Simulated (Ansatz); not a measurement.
# Ca3GeN: straining the crystal, uniaxial strain along c

One table from this session's results is given with a row withheld; the runs are named, their logs left out.

Method: DFT r2SCAN, scalar-relativistic, plane waves, PAW, in Ansatz 0.2.0.

2 further runs of the same task are left out: 2 set aside as unsound or not needed.

### The system as given

It takes space group Pm-3m (No. 221, cubic). The conventional cell has a = 4.792 Å, b = 4.792 Å, c = 4.792 Å, α = 90.00°, β = 90.00°, γ = 90.00°. Ca (site symmetry 4/mmm) has 2 N at 2.40 Å in its first shell of neighbours. Ge (site symmetry m-3m) has 12 Ca at 3.39 Å in its first shell of neighbours. N (site symmetry m-3m) has 6 Ca at 2.40 Å in its first shell of neighbours.

Structure file:

```
CELL_PARAMETERS angstrom
4.79215 0.00000 0.00000
0.00000 4.79215 0.00000
0.00000 0.00000 4.79215
ATOMIC_POSITIONS crystal
Ca 0.00000 0.50000 0.50000
Ca 0.50000 0.00000 0.50000
Ca 0.50000 0.50000 0.00000
Ge 0.00000 0.00000 0.00000
N 0.50000 0.50000 0.50000
```

It is the result of an earlier relaxation at this level (volume 22.01 Å³/atom; gap on the mesh: none (metal)).

Set-up of the first run:

File input.yaml:

```yaml
crystal:
  lattice:
    - [4.7921462122, 0.0, 0.0]
    - [0.0, 4.7921462122, 0.0]
    - [0.0, 0.0, 4.7921462122]
  atoms:
    - { symbol: Ca, position: [0.0, 0.5, 0.5] }
    - { symbol: Ca, position: [0.5, 0.0, 0.5] }
    - { symbol: Ca, position: [0.5, 0.5, 0.0] }
    - { symbol: Ge, position: [0.0, 0.0, 0.0] }
    - { symbol: "N", position: [0.5, 0.5, 0.5] }
basis:
  ecutwfc: 500
kpoints:
  mp_grid: { grid: [8, 8, 8] }
hamiltonian:
  xc: r2scan
scf:
  occupations: { method: gaussian, width: 0.1 }
output:
  forces: true
  stress: true
  eigenvalues: true
```

On the command line:

```sh
$ ansatz run input.yaml --threads 1 --pin off --max-ram 2560MiB --backend cpu --events-out ev --progress --plain --runs-dir out
```

Among the steps run: Zero strain; Strain -2.0 %; The cell strained by +2.0 %; Strain -4.0 %; Strain +4.0 %; Strain -6.0 %; Strain +6.0 %.

One table of the session follows, with a row left open; its other results are not shown here.

Lengths are those of the vectors of the cell that was run; stresses in GPa:

| strain (%) | ΔE (meV/atom) | a (Å) | b (Å) | c (Å) |
| --- | --- | --- | --- | --- |
| -6.0 | 26.3 | 4.873 | 4.873 | 4.505 |
| -4.0 | 11.0 | 4.844 | 4.844 | 4.600 |
| -2.0 | 2.6 | 4.817 | 4.817 | 4.696 |
| +0.0 | 0.0 | 4.792 | 4.792 | 4.792 |
| +2.0 | 2.4 | 4.769 | 4.769 | 4.888 |
| +4.0 | ? | ? | ? | ? |
| +6.0 | 19.6 | 4.733 | 4.733 | 5.080 |

**Question.** Estimate the row for strain (%) = +4.0.

Worked estimate for «ΔE (meV/atom)». A straight line through the neighbours (2.0, 2.4) and (6.0, 19.6) gives 2.4 + (19.6 − 2.4) × (4.0 − 2.0) / (6.0 − 2.0) = 11.0; a parabola fitted to 3 rows on both sides gives 8.9.

**Answer.** ΔE (meV/atom): 9.0; a (Å): 4.749; b (Å): 4.749; c (Å): 4.984. In «ΔE (meV/atom)» the line misses by +2.0 and the parabola by -0.1.

ΔE is over the unstrained cell. Stress in GPa, positive in compression, on the Cartesian axes of the input. 

Limits of these values: Spin polarisation is off in the runs that give these values; a magnetic solution could lie lower.
